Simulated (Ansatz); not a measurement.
# AsGeH2: the cost of one run

Computed with Ansatz 0.2.0, Gaussian basis. Level: cc-pVTZ, all electrons in the functionals, frozen cores in the correlation of double hybrids and RPA.

Plan: PBE, r2SCAN, PBE0, B3LYP, wB97M-V, B2PLYP, PBE-QIDH, RPA-PBE, at charge 0, doublet; charge 0, quartet; charge 1, singlet; charge 1, triplet (not every functional at every point).

3 further runs of the same task are left out: 3 set aside as unsound or not needed.

### 1 The system

The geometry is a PBE0/def2-TZVP stationary point (not a proven minimum). No spin-orbit coupling is included. The filled d shell of Ge, As may be among the frozen orbitals whatever the setting's name suggests; the logs give the count.

4 atoms, charge 0, spin multiplicity 2.

Atoms are counted from 1 here; the program's logs count them from 0.

Bond lengths: Ge1–As2 2.221 Å, Ge1–H3 1.537 Å, Ge1–H4 1.537 Å. Angles: As2–Ge1–H3 124.5°, As2–Ge1–H4 124.5°, H3–Ge1–H4 110.9°.

No dispersion term is added; wB97M-V holds VV10 nonlocal correlation. B3LYP takes the VWN-RPA correlation.

The geometry shown and the zero of energy belong to the point charge 0, doublet. The yardstick, UCCSDT(Q), and other wave-function levels (R restricted, U unrestricted, valence and pair active spaces) come from earlier runs.

### 2 PBE, charge 0, doublet

File in.yaml:

```yaml
crystal:
  periodic: [false, false, false]
  atoms:
    - {symbol: Ge, position_ang: [0.000000, 0.000000, 1.100612]}
    - {symbol: As, position_ang: [0.000000, 0.000000, -1.120153]}
    - {symbol: H, position_ang: [0.000000, 1.266184, 1.971938]}
    - {symbol: H, position_ang: [0.000000, -1.266184, 1.971938]}
basis:
  gaussian: {orbitals: cc-pVTZ}
magnetization: {spin_polarized: true, initial_magnetization: 1}
hamiltonian: {xc: {name: PBE}}
output: {orbitals: {seedname: orbitals}}
```

Launch:

```bash
> ansatz run in.yaml --threads 2 --pin off --events-out ev --progress --plain --max-ram 24576MiB --backend cuda --devices 0, --max-vram 18GiB
```

What time and memory should one allow on 1 × H100 (card shared with other runs) with 2 threads of AMD EPYC 7R13, shared host?

About 7 s, with a peak of 0.77 GiB on the host.
